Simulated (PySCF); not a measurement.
# A gas-phase reaction: GeH4O + BCl3 → BCl2GeH3O + ClH

What reaction energy should one expect for `[OH][GeH3]` + `ClB(Cl)Cl` → `ClB(Cl)[O][GeH3]` + `Cl`?

Computed with PySCF 2.14.0; each step states its level. No surroundings beyond the atoms listed, unless a continuum is named. Atoms count from 0, parts from 1.

### Step 1. Starting point

Each species was relaxed by itself at PBE0-D3(BJ)/def2-SVPD.

### Step 2. Reaction energy: wB97M-D3(BJ)/def2-TZVPD

The job: settings as JSON, then the geometry in Å.

```
{"job": {"kind": "react", "xc": "wB97M-D3(BJ)", "basis": "def2-TZVPD"}, "charge": 0, "multiplicity": 1}
-1 GeH4O charge 0 multiplicity 1
Ge    -0.355140     0.038080    -0.022800
O      1.375850     0.510360    -0.008370
H     -1.097280     1.364460    -0.204360
H     -0.618330    -0.926710    -1.194220
H     -0.717980    -0.639220     1.312100
H      1.982890    -0.226500     0.100350

-1 BCl3 charge 0 multiplicity 1
Cl     1.222180    -0.697730    -0.995250
B     -0.019590    -0.006390     0.015330
Cl     0.401680     0.709790     1.548600
Cl    -1.682810    -0.029700    -0.508380

+1 BCl2GeH3O charge 0 multiplicity 1
Ge    -1.312190    -0.057820     0.079770
O      0.353870    -0.722920     0.415290
B      1.518820    -0.189680     0.083270
Cl     1.624680     1.357080    -0.797750
Cl     3.028020    -0.998380     0.504080
H     -2.227020    -1.112860     0.703920
H     -1.458380     0.038420    -1.441380
H     -1.401590     1.301860     0.778280

+1 ClH charge 0 multiplicity 1
Cl     0.644720     0.000940    -0.003340
H     -0.643480     0.001020     0.004030
```

With the program's defaults for keys left out, this is: wB97M-D3(BJ)/def2-TZVPD reaction energy of separated species, gas phase.

Command:

```console
$ OMP_NUM_THREADS=1 python cluster_run.py task.json out
```

This one command runs all jobs of the session in turn.

Log:

```text
species 1 (GeH4O)
coarse grid: 22488 points
cycle   1  E = -2154.5901835261  dE = -6.614e-01  |g| = 8.996e-01  |ddm| = 1.847e+00
cycle   2  E = -2154.5370066582  dE =  5.318e-02  |g| = 1.105e+00  |ddm| = 1.025e+00
cycle   3  E = -2154.7043286411  dE = -1.673e-01  |g| = 6.726e-02  |ddm| = 5.245e-01
cycle   4  E = -2154.7049004510  dE = -5.718e-04  |g| = 3.558e-02  |ddm| = 5.470e-02
cycle   5  E = -2154.7050518812  dE = -1.514e-04  |g| = 3.595e-03  |ddm| = 2.039e-02
cycle   6  E = -2154.7050560759  dE = -4.195e-06  |g| = 5.663e-04  |ddm| = 5.939e-03
final grid: 45736 points
cycle   7  E = -2154.7049785747  dE = -1.793e-07  |g| = 3.523e-04  |ddm| = 1.564e-03
cycle   8  E = -2154.7049785840  dE = -9.225e-09  |g| = 3.771e-04  |ddm| = 5.127e-04
cycle   9  E = -2154.7049786063  dE = -2.234e-08  |g| = 4.148e-05  |ddm| = 1.675e-04
cycle  10  E = -2154.7049786071  dE = -7.981e-10  |g| = 2.312e-05  |ddm| = 7.905e-05
converged SCF energy = -2154.7049786071

species 2 (BCl3)
coarse grid: 24128 points
cycle   1  E = -1405.7116262112  dE =  5.921e-01  |g| = 4.661e-01  |ddm| = 1.597e+00
cycle   2  E = -1405.7192541318  dE = -7.628e-03  |g| = 5.108e-01  |ddm| = 7.105e-01
cycle   3  E = -1405.7819315424  dE = -6.268e-02  |g| = 2.520e-02  |ddm| = 3.203e-01
cycle   4  E = -1405.7822337080  dE = -3.022e-04  |g| = 6.439e-03  |ddm| = 4.100e-02
cycle   5  E = -1405.7822641019  dE = -3.039e-05  |g| = 1.664e-03  |ddm| = 1.305e-02
cycle   6  E = -1405.7822650098  dE = -9.079e-07  |g| = 4.516e-04  |ddm| = 2.183e-03
final grid: 46448 points
cycle   7  E = -1405.7821443214  dE = -1.192e-07  |g| = 2.010e-04  |ddm| = 1.303e-03
cycle   8  E = -1405.7821443345  dE = -1.316e-08  |g| = 1.508e-04  |ddm| = 3.210e-04
cycle   9  E = -1405.7821443405  dE = -5.972e-09  |g| = 3.514e-05  |ddm| = 1.070e-04
cycle  10  E = -1405.7821443414  dE = -8.527e-10  |g| = 1.546e-05  |ddm| = 5.297e-05
converged SCF energy = -1405.7821443414

species 3 (BCl2GeH3O)
coarse grid: 37824 points
cycle   1  E = -3099.5017716357  dE = -1.073e-02  |g| = 9.521e-01  |ddm| = 2.389e+00
cycle   2  E = -3099.4763521622  dE =  2.542e-02  |g| = 1.118e+00  |ddm| = 1.304e+00
cycle   3  E = -3099.6451282210  dE = -1.688e-01  |g| = 9.438e-02  |ddm| = 6.696e-01
cycle   4  E = -3099.6467004027  dE = -1.572e-03  |g| = 4.915e-02  |ddm| = 1.097e-01
cycle   5  E = -3099.6471036037  dE = -4.032e-04  |g| = 6.237e-03  |ddm| = 3.969e-02
cycle   6  E = -3099.6471186220  dE = -1.502e-05  |g| = 2.496e-03  |ddm| = 1.147e-02
cycle   7  E = -3099.6471200086  dE = -1.387e-06  |g| = 6.425e-04  |ddm| = 3.101e-03
final grid: 75064 points
cycle   8  E = -3099.6469849702  dE = -1.319e-07  |g| = 4.851e-04  |ddm| = 3.926e-03
cycle   9  E = -3099.6469849844  dE = -1.418e-08  |g| = 4.700e-04  |ddm| = 8.138e-04
cycle  10  E = -3099.6469850078  dE = -2.338e-08  |g| = 3.231e-05  |ddm| = 3.295e-04
cycle  11  E = -3099.6469850085  dE = -7.058e-10  |g| = 1.998e-05  |ddm| = 1.074e-04
converged SCF energy = -3099.6469850085

species 4 (ClH)
coarse grid: 8792 points
cycle   1  E = -460.8503330557  dE = -8.165e-02  |g| = 2.169e-01  |ddm| = 7.239e-01
cycle   2  E = -460.8625126469  dE = -1.218e-02  |g| = 1.397e-01  |ddm| = 2.651e-01
cycle   3  E = -460.8670520953  dE = -4.539e-03  |g| = 1.358e-02  |ddm| = 9.818e-02
cycle   4  E = -460.8670931784  dE = -4.108e-05  |g| = 3.364e-03  |ddm| = 9.545e-03
cycle   5  E = -460.8670994268  dE = -6.248e-06  |g| = 8.516e-04  |ddm| = 3.915e-03
final grid: 17120 points
cycle   6  E = -460.8670681871  dE = -3.716e-07  |g| = 3.676e-04  |ddm| = 8.894e-04
cycle   7  E = -460.8670682333  dE = -4.628e-08  |g| = 1.618e-04  |ddm| = 3.981e-04
cycle   8  E = -460.8670682399  dE = -6.575e-09  |g| = 4.221e-05  |ddm| = 1.295e-04
cycle   9  E = -460.8670682412  dE = -1.315e-09  |g| = 3.977e-06  |ddm| = 6.532e-05
cycle  10  E = -460.8670682412  dE = -2.615e-12  |g| = 8.167e-07  |ddm| = 3.314e-06
converged SCF energy = -460.8670682412

Reaction energy = -17.409 kcal/mol
```

Wall time 23 s (1 thread of Intel Xeon 6975P-C, shared host); peak memory 0.82 GiB.

Species by species (with the dispersion term, which the log's SCF energies lack):

```
 ν           species  energy (Eh)  HOMO (eV)
-1        [OH][GeH3]  -2154.70857     -10.90
-1         ClB(Cl)Cl  -1405.78726     -11.47
+1  ClB(Cl)[O][GeH3]  -3099.65597     -11.13
+1                Cl   -460.86761     -11.93
```

### Step 3. Energies of the species: PBE0-D3(BJ)/def2-TZVPD

The job, as its differences from that of step 2:

```diff
@@ -1,2 +1,2 @@
-{"job": {"kind": "react", "xc": "wB97M-D3(BJ)", "basis": "def2-TZVPD"}, "charge": 0, "multiplicity": 1}
+{"job": {"kind": "react", "xc": "PBE0", "basis": "def2-TZVPD", "disp": "d3bj"}, "charge": 0, "multiplicity": 1}
 -1 GeH4O charge 0 multiplicity 1
```

With the program's defaults for keys left out, this is: PBE0-D3(BJ)/def2-TZVPD reaction energy of separated species, gas phase.

Log:

```text
species 1 (GeH4O)
coarse grid: 22488 points
cycle   1  E = -2154.1995123591  dE = -5.689e-01  |g| = 9.745e-01  |ddm| = 1.831e+00
cycle   2  E = -2153.8646658762  dE =  3.348e-01  |g| = 1.657e+00  |ddm| = 1.304e+00
cycle   3  E = -2154.3210309517  dE = -4.564e-01  |g| = 2.080e-01  |ddm| = 8.750e-01
cycle   4  E = -2154.3275678827  dE = -6.537e-03  |g| = 4.912e-02  |ddm| = 1.348e-01
cycle   5  E = -2154.3277756631  dE = -2.078e-04  |g| = 6.956e-03  |ddm| = 2.819e-02
cycle   6  E = -2154.3277864856  dE = -1.082e-05  |g| = 1.358e-03  |ddm| = 5.739e-03
cycle   7  E = -2154.3277868700  dE = -3.845e-07  |g| = 1.787e-04  |ddm| = 1.085e-03
final grid: 45736 points
cycle   8  E = -2154.3277810182  dE = -1.793e-08  |g| = 2.040e-04  |ddm| = 1.230e-03
cycle   9  E = -2154.3277810111  dE =  7.149e-09  |g| = 3.036e-04  |ddm| = 2.876e-04
cycle  10  E = -2154.3277810258  dE = -1.472e-08  |g| = 3.932e-05  |ddm| = 1.599e-04
cycle  11  E = -2154.3277810261  dE = -2.819e-10  |g| = 1.028e-05  |ddm| = 2.739e-05
converged SCF energy = -2154.3277810261

species 2 (BCl3)
coarse grid: 5960 points
cycle   1  E = -1405.1130134186  dE =  4.724e-01  |g| = 2.897e-01  |ddm| = 1.689e+00
cycle   2  E = -1405.0931505843  dE =  1.986e-02  |g| = 4.161e-01  |ddm| = 5.283e-01
cycle   3  E = -1405.1360460443  dE = -4.290e-02  |g| = 4.630e-02  |ddm| = 2.894e-01
cycle   4  E = -1405.1365146334  dE = -4.686e-04  |g| = 1.612e-02  |ddm| = 4.375e-02
cycle   5  E = -1405.1365692654  dE = -5.463e-05  |g| = 1.006e-03  |ddm| = 1.211e-02
cycle   6  E = -1405.1365694978  dE = -2.324e-07  |g| = 1.033e-04  |ddm| = 1.374e-03
final grid: 46448 points
cycle   7  E = -1405.1370108719  dE = -2.046e-05  |g| = 3.747e-03  |ddm| = 2.634e-02
cycle   8  E = -1405.1370109068  dE = -3.494e-08  |g| = 2.951e-03  |ddm| = 4.840e-03
cycle   9  E = -1405.1370125828  dE = -1.676e-06  |g| = 1.145e-03  |ddm| = 2.480e-03
cycle  10  E = -1405.1370129014  dE = -3.186e-07  |g| = 1.109e-04  |ddm| = 7.691e-04
cycle  11  E = -1405.1370129042  dE = -2.748e-09  |g| = 1.746e-05  |ddm| = 1.010e-04
cycle  12  E = -1405.1370129042  dE = -6.480e-11  |g| = 7.183e-06  |ddm| = 2.024e-05
converged SCF energy = -1405.1370129042

species 3 (BCl2GeH3O)
coarse grid: 37824 points
cycle   1  E = -3098.6979195256  dE = -6.569e-02  |g| = 9.686e-01  |ddm| = 2.457e+00
cycle   2  E = -3098.4423126385  dE =  2.556e-01  |g| = 1.556e+00  |ddm| = 1.609e+00
cycle   3  E = -3098.8129315110  dE = -3.706e-01  |g| = 2.452e-01  |ddm| = 1.110e+00
cycle   4  E = -3098.8234016189  dE = -1.047e-02  |g| = 4.195e-02  |ddm| = 1.969e-01
cycle   5  E = -3098.8235772584  dE = -1.756e-04  |g| = 1.206e-02  |ddm| = 3.866e-02
cycle   6  E = -3098.8236100509  dE = -3.279e-05  |g| = 4.113e-03  |ddm| = 1.201e-02
cycle   7  E = -3098.8236141932  dE = -4.142e-06  |g| = 1.258e-03  |ddm| = 3.940e-03
final grid: 75064 points
cycle   8  E = -3098.8235992973  dE =  9.731e-08  |g| = 1.447e-03  |ddm| = 5.412e-03
cycle   9  E = -3098.8235989684  dE =  3.289e-07  |g| = 1.833e-03  |ddm| = 2.468e-03
cycle  10  E = -3098.8235997231  dE = -7.547e-07  |g| = 1.587e-04  |ddm| = 1.351e-03
cycle  11  E = -3098.8235997288  dE = -5.744e-09  |g| = 2.081e-05  |ddm| = 1.333e-04
cycle  12  E = -3098.8235997289  dE = -8.913e-11  |g| = 3.047e-06  |ddm| = 1.553e-05
converged SCF energy = -3098.8235997289

species 4 (ClH)
coarse grid: 2248 points
cycle   1  E = -460.6537840022  dE = -4.644e-02  |g| = 1.882e-01  |ddm| = 7.411e-01
cycle   2  E = -460.6558527271  dE = -2.069e-03  |g| = 1.902e-01  |ddm| = 3.151e-01
cycle   3  E = -460.6653816208  dE = -9.529e-03  |g| = 1.506e-02  |ddm| = 1.513e-01
cycle   4  E = -460.6654036780  dE = -2.206e-05  |g| = 2.693e-03  |ddm| = 7.323e-03
cycle   5  E = -460.6654052259  dE = -1.548e-06  |g| = 1.111e-03  |ddm| = 2.553e-03
final grid: 17120 points
cycle   6  E = -460.6658903007  dE = -4.429e-06  |g| = 2.164e-03  |ddm| = 7.339e-03
cycle   7  E = -460.6658903303  dE = -2.955e-08  |g| = 1.795e-03  |ddm| = 2.512e-03
cycle   8  E = -460.6658909478  dE = -6.176e-07  |g| = 1.533e-04  |ddm| = 1.363e-03
cycle   9  E = -460.6658909547  dE = -6.900e-09  |g| = 2.148e-05  |ddm| = 1.086e-04
cycle  10  E = -460.6658909548  dE = -1.000e-10  |g| = 4.933e-06  |ddm| = 1.682e-05
converged SCF energy = -460.6658909548

Reaction energy = -16.086 kcal/mol
```

Wall time 15 s (1 thread of Intel Xeon 6975P-C, shared host); peak memory 0.76 GiB.

Reaction energy at this level: -16.09 kcal/mol.

### Step 4. Side by side

Energies in kcal/mol, with wall time:

```csv
run,reaction,time
wB97M-D3(BJ)/def2-TZVPD,-17.41,23 s
PBE0-D3(BJ)/def2-TZVPD,-16.09,15 s
```

### Step 5. Summary of results

| quantity | value |
| --- | --- |
| reaction energy (wB97M-D3(BJ)/def2-TZVPD) | -17.41 kcal/mol |
| ΔH, ΔG at 298 K (xTB thermal terms) | -18.4, -17.3 kcal/mol |
| range of the reaction energy over the runs of this table | -17.41 to -16.09 kcal/mol |

What this shows: The reaction is exothermic by 18.4 kcal/mol in the gas phase; dispersion gives -0.51, and xTB itself gave -21.26 for the electronic energy (xTB energies and thermal terms come from the earlier relaxation of each species, not shown). No barrier was sought. The reaction energy runs from -17.41 (wB97M-D3(BJ)/def2-TZVPD) to -16.09 kcal/mol (PBE0-D3(BJ)/def2-TZVPD).
